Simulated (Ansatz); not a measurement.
**CH₃FSn (SMILES [CH3][Sn][F]): energies and forces away from the minimum**

The task here is to estimate one member of a computed series from the others.

Method: single points with forces in def2-TZVPP; program: Ansatz 0.2.0, Gaussian basis.

Levels: PBE-D4, r2SCAN-D4, PBE0-D4, wB97M-V, Hartree-Fock, MP2, CCSD, CCSD(T). Each coordinate is moved by a Gaussian draw of the width named (0.7 of it for atoms other than hydrogen): 0.06, 0.06 Å.

Cores are frozen in the correlated methods. Filled d shells of the heavier atoms are correlated. Core potentials replace the inner electrons past krypton, and spin-orbit coupling is left out.

13 further runs of the same task are left out: 13 set aside as unsound or not needed.

**The starting structure**

The minimum, relaxed at PBE0-D4: SMILES `[CH3][Sn][F]`, 6 atoms, charge 0, spin multiplicity 1.

Atoms are counted from 1 here; the program's logs count them from 0.

Bond lengths: C1–Sn2 2.175 Å, C1–H4 1.094 Å, C1–H5 1.094 Å, C1–H6 1.092 Å, Sn2–F3 1.952 Å. Angles: Sn2–C1–H4 108.9°, Sn2–C1–H5 108.8°, Sn2–C1–H6 113.1°, H4–C1–H5 107.3°, H4–C1–H6 109.3°, H5–C1–H6 109.2°, C1–Sn2–F3 92.9°.

Geometry (Å):

```tsv
atom	x (Å)	y (Å)	z (Å)
C1	-0.38980	0.42122	-0.28286
Sn2	0.25714	-0.62049	1.51359
F3	1.62158	-1.63414	0.55410
H4	-0.68491	-0.31777	-1.03391
H5	0.45808	0.97939	-0.69190
H6	-1.22000	1.10770	-0.10522
```

Energies of the minimum (eV), from earlier single points: PBE-D4 -9632.89501, r2SCAN-D4 -9637.31299, PBE0-D4 -9633.15025, B3LYP-D4 -9639.29985, wB97M-V -9634.26785, CCSD(T) -9612.89428.

Set-up of the first run:

File ccsdt-tzvpp/in.yaml:

```yaml
crystal:
  periodic: [false, false, false]
  atoms:
    - {symbol: C, position_ang: [-0.381701, 0.430332, -0.330784]}
    - {symbol: Sn, position_ang: [0.270976, -0.674953, 1.484943]}
    - {symbol: F, position_ang: [1.608349, -1.662982, 0.557302]}
    - {symbol: H, position_ang: [-0.653263, -0.290801, -1.021337]}
    - {symbol: H, position_ang: [0.365567, 0.989983, -0.752899]}
    - {symbol: H, position_ang: [-1.256102, 1.053220, -0.140392]}
basis:
  gaussian: {orbitals: def2-TZVPP}
correlation: {method: ccsd_t}
output: {forces: true}
```

The command line of these runs was not kept.

Steps of the session up to this table: Structure 1, width 0.06 Å; Structure 2, width 0.06 Å.

One table of the session follows, with a row left open; its other results are not shown here.

| method | RMS force component (eV/Å) | angle to CCSD(T) forces (°) | dipole (D) |
| --- | --- | --- | --- |
| PBE-D4 | ? | ? | ? |
| r2SCAN-D4 | 1.259 | 3.1 | 2.33 |
| PBE0-D4 | 1.276 | 1.9 | 2.43 |
| wB97M-V | 1.279 | 2.3 | 2.44 |
| CCSD(T) | 1.251 | reference | 2.47 |

Q: Estimate the row for PBE-D4 from the others.

As computed: RMS force component (eV/Å): 1.265; angle to CCSD(T) forces (°): 11.6; dipole (D): 2.27. In the column «RMS force component (eV/Å)» it lies between r2SCAN-D4 (1.259) and PBE0-D4 (1.276).
